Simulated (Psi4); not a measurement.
# SnHClOF2 (SMILES [OH][Sn]([F])([F])[Cl]), step by step

Aim: a geometry optimisation (wB97X-D/def2-SVP), then the harmonic vibrations of SnHClOF2. 

Program for the calculation: Psi4 1.11.

### Step 1. Starting point

The species is SnHClOF2 (6 atoms), meant as a singlet with charge 0. As SMILES, `[OH][Sn]([F])([F])[Cl]`. The coordinates come from a PBE0-D4/def2-TZVP relaxation. This is one conformer, not always the lowest. The run starts from this shape.

Bond lengths: O1–Sn2 1.922 Å, Sn2–F3 1.884 Å, Sn2–F4 1.892 Å, Sn2–Cl5 2.279 Å, O1–H6 0.962 Å. Angles: O1–Sn2–F3 106.5°, O1–Sn2–F4 110.4°, O1–Sn2–Cl5 114.9°, F3–Sn2–F4 106.2°, F3–Sn2–Cl5 110.3°, F4–Sn2–Cl5 108.2°, Sn2–O1–H6 113.6°.

### Step 2. A geometry optimisation at wB97X-D/def2-SVP (density fitting, core potential) (run 1)

input.dat reads:

```
memory 1600 mb

molecule {
  0 1
  O
  Sn 1 R2
  F 2 R3 1 A3
  F 2 R4 3 A4 1 D4
  Cl 2 R5 3 A5 4 D5
  H 1 R6 2 A6 3 D6

  R2 = 1.922485
  R3 = 1.883951
  A3 = 106.48834
  R4 = 1.892026
  A4 = 106.23722
  D4 = -117.67161
  R5 = 2.278667
  A5 = 110.3176
  D5 = -116.99059
  R6 = 0.962112
  A6 = 113.56462
  D6 = 173.90204
}

set {
  basis def2-SVP
  geom_maxiter 60
}

optimize("wb97x-d")
```

Launch:

```
$ psi4 input.dat output.dat -n 1
```

output.dat:

```text
[...]
    !!!  WARNING: ECP capability is in beta. Please check occupations closely.  !!!
[...]
  Running in c1 symmetry.
[...]
  Nuclear repulsion =  367.174482755047052
[...]
  Multiplicity = 1
[...]
  Nalpha       = 33
  Nbeta        = 33
[...]
    Number of basis functions: 91
[...]
   @DF-RKS iter   1:  -949.44226076312293   -1.92346e+00   9.67684e-03 ADIIS/DIIS
[...]
    !!!  WARNING: ECP capability is in beta. Please check occupations closely.  !!!
[...]
   @DF-RKS iter   9:  -949.73798439275015   -3.41061e-12   6.05332e-09 DIIS
[...]
    Orbital Energies [Eh]
    ---------------------
    Doubly Occupied:
       1A   -101.708343     2A    -24.803280     3A    -24.801745
       4A    -19.303452     5A     -9.614989     6A     -7.367513
       7A     -7.359846     8A     -7.359747     9A     -5.307511
      10A     -3.646507    11A     -3.645601    12A     -3.644124
      13A     -1.278446    14A     -1.266754    15A     -1.227849
      16A     -1.213775    17A     -1.213266    18A     -1.195851
      19A     -1.166314    20A     -1.090478    21A     -0.937650
      22A     -0.660346    23A     -0.586270    24A     -0.537087
      25A     -0.530077    26A     -0.510315    27A     -0.495992
      28A     -0.490985    29A     -0.488582    30A     -0.461917
      31A     -0.444376    32A     -0.438364    33A     -0.433186
[...]
  @DF-RKS Final Energy:  -949.73798439275015
   => Energetics <=
    Nuclear Repulsion Energy =            362.6478689448545083
    One-Electron Energy =               -2117.3182634093277557
    Two-Electron Energy =                 859.3261008412293904
    DFT Exchange-Correlation Energy =     -54.3919064324076160
    Empirical Dispersion Energy =          -0.0017843370986455
    VV10 Nonlocal Energy =                  0.0000000000000000
    Total Energy =                       -949.7379843927501497
[...]
 Multipole Moments:
 ------------------------------------------------------------------------------------
     Multipole            Electronic (a.u.)      Nuclear  (a.u.)        Total (a.u.)
 ------------------------------------------------------------------------------------
 L = 1.  Multiply by 2.5417464519 to convert [e a0] to [Debye]
 Dipole X            :         10.3754203          -10.6942438           -0.3188235
 Dipole Y            :         -6.6986967            7.5074608            0.8087641
 Dipole Z            :         -5.0579288            4.4240978           -0.6338310
 Magnitude           :                                                    1.0758669
[...]
  -Total Gradient:
     Atom            X                  Y                   Z
    ------   -----------------  -----------------  -----------------
       1        0.000187687686    -0.000257739400     0.000285934250
       2        0.000251544767    -0.000405465692     0.000396065179
       3        0.000141123211    -0.000164412688     0.000379186842
       4        0.000136432133    -0.000363792057     0.000366783300
       5        0.000240408664    -0.000362112293     0.000462580446
       6       -0.000091501205    -0.000231743048     0.000423640454
[...]
    Final optimized geometry and variables:
    Molecular point group: c1
    Full point group: C1
    Geometry (in Angstrom), charge = 0, multiplicity = 1:
    O
    SN            1          R2
    F             2          R3      1          A3
    F             2          R4      3          A4      1          D4
    CL            2          R5      3          A5      4          D5
    H             1          R6      2          A6      3          D6
    A3        =  107.0176437852
    A4        =  106.2008679493
    A5        =  109.1381633575
    A6        =  112.9062068518
[...]
```

Standard output:

```text
Optimizer: Optimization complete!
```

Run time: 1.9 min. Hardware: 1 thread of Intel Xeon Platinum 8259CL at 2.50GHz (Skylake/Cascade Lake), shared host; peak memory 0.63 GiB.

The path in brief:

```csv
step,energy from the first frame kept (eV),largest force (eV/Å)
0,0.0000,0.7294
1,-0.0274,0.3200
2,-0.0322,0.0450
3,-0.0322,0.0389
4,-0.0320,0.0351
5,-0.0320,0.0366
6,-0.0322,0.0328
7,-0.0324,0.0322
8,-0.0325,0.0366
9,-0.0325,0.0357
10,-0.0325,0.0326
```

After the run. Bond lengths: O1–Sn2 1.946 Å, Sn2–F3 1.910 Å, Sn2–F4 1.917 Å, Sn2–Cl5 2.307 Å, O1–H6 0.965 Å. Angles: O1–Sn2–F3 107.0°, O1–Sn2–F4 110.6°, O1–Sn2–Cl5 115.6°, F3–Sn2–F4 106.2°, F3–Sn2–Cl5 109.1°, F4–Sn2–Cl5 107.9°, Sn2–O1–H6 112.9°.

### Step 3. Vibrational wavenumbers at wB97X-D/def2-SVP (density fitting, core potential) (run 2)

clf2hosn.in reads:

```
memory 1600 MB

molecule molecule1 {
  O
  Sn 1 R2
  F 2 R3 1 A3
  F 2 R4 3 A4 1 D4
  Cl 2 R5 3 A5 4 D5
  H 1 R6 2 A6 3 D6

  R2 = 1.945898
  R3 = 1.909937
  A3 = 107.01767
  R4 = 1.917154
  A4 = 106.20085
  D4 = -118.1712
  R5 = 2.306882
  A5 = 109.13815
  D5 = -116.11383
  R6 = 0.964671
  A6 = 112.90626
  D6 = -174.97014
  units angstrom
}

set globals {
  basis                      def2-SVP
  t                          298.15
  rotational_symmetry_number 1
}

frequency("wb97x-d")
print_variables()
```

Launch:

```
$ psi4 -i clf2hosn.in -o clf2hosn.out -n 1
```

clf2hosn.out:

```text
[...]
    !!!  WARNING: ECP capability is in beta. Please check occupations closely.  !!!
[...]
  Running in c1 symmetry.
[...]
  Nuclear repulsion =  362.647804064010927
[...]
  Multiplicity = 1
[...]
  Nalpha       = 33
  Nbeta        = 33
[...]
    Number of basis functions: 91
[...]
   @DF-RKS iter   1:  -949.44524759506521   -1.95436e+00   9.56245e-03 ADIIS/DIIS
[...]
   @DF-RKS iter  13:  -949.73798511584675   -3.18323e-12   3.19520e-09 DIIS
[...]
    Orbital Energies [Eh]
    ---------------------
    Doubly Occupied:
       1A   -101.708311     2A    -24.803285     3A    -24.801711
       4A    -19.303438     5A     -9.614957     6A     -7.367481
       7A     -7.359813     8A     -7.359715     9A     -5.307489
      10A     -3.646487    11A     -3.645578    12A     -3.644101
      13A     -1.278428    14A     -1.266732    15A     -1.227796
      16A     -1.213755    17A     -1.213238    18A     -1.195821
      19A     -1.166292    20A     -1.090162    21A     -0.937616
      22A     -0.660320    23A     -0.586153    24A     -0.537075
      25A     -0.530049    26A     -0.510236    27A     -0.495979
      28A     -0.490972    29A     -0.488537    30A     -0.461811
      31A     -0.444303    32A     -0.438329    33A     -0.433128
[...]
  @DF-RKS Final Energy:  -949.73798511584675
   => Energetics <=
    Nuclear Repulsion Energy =            362.6339812214386029
    One-Electron Energy =               -2117.2936302079733650
    Two-Electron Energy =                 859.3149787612059072
    DFT Exchange-Correlation Energy =     -54.3915302873186519
    Empirical Dispersion Energy =          -0.0017846031993786
    VV10 Nonlocal Energy =                  0.0000000000000000
    Total Energy =                       -949.7379851158467545
[...]
 Multipole Moments:
 ------------------------------------------------------------------------------------
     Multipole            Electronic (a.u.)      Nuclear  (a.u.)        Total (a.u.)
 ------------------------------------------------------------------------------------
 L = 1.  Multiply by 2.5417464519 to convert [e a0] to [Debye]
 Dipole X            :         10.3754873          -10.6942348           -0.3187475
 Dipole Y            :         -6.6987610            7.5074685            0.8087076
 Dipole Z            :         -5.0571143            4.4216094           -0.6355049
 Magnitude           :                                                    1.0767889
[...]
  -Total Gradient:
     Atom            X                  Y                   Z
    ------   -----------------  -----------------  -----------------
       1        0.000111904256    -0.001118577979     0.000752918079
       2        0.000248065703    -0.000506657351     0.000477470280
       3        0.000141289619    -0.000166745986     0.000387991309
       4        0.000133937793    -0.000358151738     0.000362383036
       5        0.000236840608    -0.000353877516     0.000463840293
       6       -0.000007541575     0.000716002304    -0.000135229948
[...]
  ==> Harmonic Vibrational Analysis <==
[...]
  Freq [cm^-1]                 73.8905i            120.2524            133.8050
[...]
  IR activ [km/mol]            88.4682             22.7325             10.3334
[...]
  Freq [cm^-1]                 166.6165            187.9966            232.3065
[...]
  IR activ [km/mol]            22.6145             23.6921             51.8768
[...]
  Freq [cm^-1]                 407.8083            631.0779            658.4833
[...]
  IR activ [km/mol]            41.8125             42.6525             72.5625
[...]
  Freq [cm^-1]                 668.0843            871.8142           3910.2086
[...]
  IR activ [km/mol]            70.1231             72.8710             124.3400
[...]
  Total E_0, Enthalpy at 0 [K]                                                         -949.71978533 [Eh]
[...]
  Total H, Enthalpy at  298.15 [K]                                                     -949.71217136 [Eh]
[...]
  Total G, Gibbs energy at  298.15 [K]                                                 -949.75243154 [Eh]
[...]
```

On the terminal:

```text
Warning: thermodynamics relations excluded imaginary frequencies: ['73.8905i']
Warning: used thermodynamics relations inappropriate for low-frequency modes: ['120.2524' '133.8050' '166.6165' '187.9966' '232.3065' '407.8083']
```

Wall time 5.9 min (1 thread of Intel Xeon Platinum 8259CL at 2.50GHz (Skylake/Cascade Lake), shared host); peak memory 0.65 GiB.

### Step 4. Results

| quantity | value |
| --- | --- |
| run 1, wB97X-D/def2-SVP: total energy at the end | -949.73798 Eh |
| run 1, wB97X-D/def2-SVP: dipole moment | 2.73 D |
| run 1, wB97X-D/def2-SVP: HOMO energy | -11.79 eV |
| run 1, wB97X-D/def2-SVP: LUMO energy | -1.24 eV |
| run 1, wB97X-D/def2-SVP: HOMO–LUMO gap | 10.55 eV |
| run 1, wB97X-D/def2-SVP: dispersion energy | -4.68 kJ/mol |
| run 2, wB97X-D/def2-SVP: lowest harmonic wavenumber | 74i cm⁻¹ (imaginary) |
| run 2, wB97X-D/def2-SVP: highest harmonic wavenumber | 3910 cm⁻¹ |

The optimisation (run 1, wB97X-D/def2-SVP) took 11 steps and changed the energy by -0.032 eV. 1 mode is imaginary (lowest 74i cm⁻¹): a first-order saddle point, unless the integration grid spoils the Hessian.
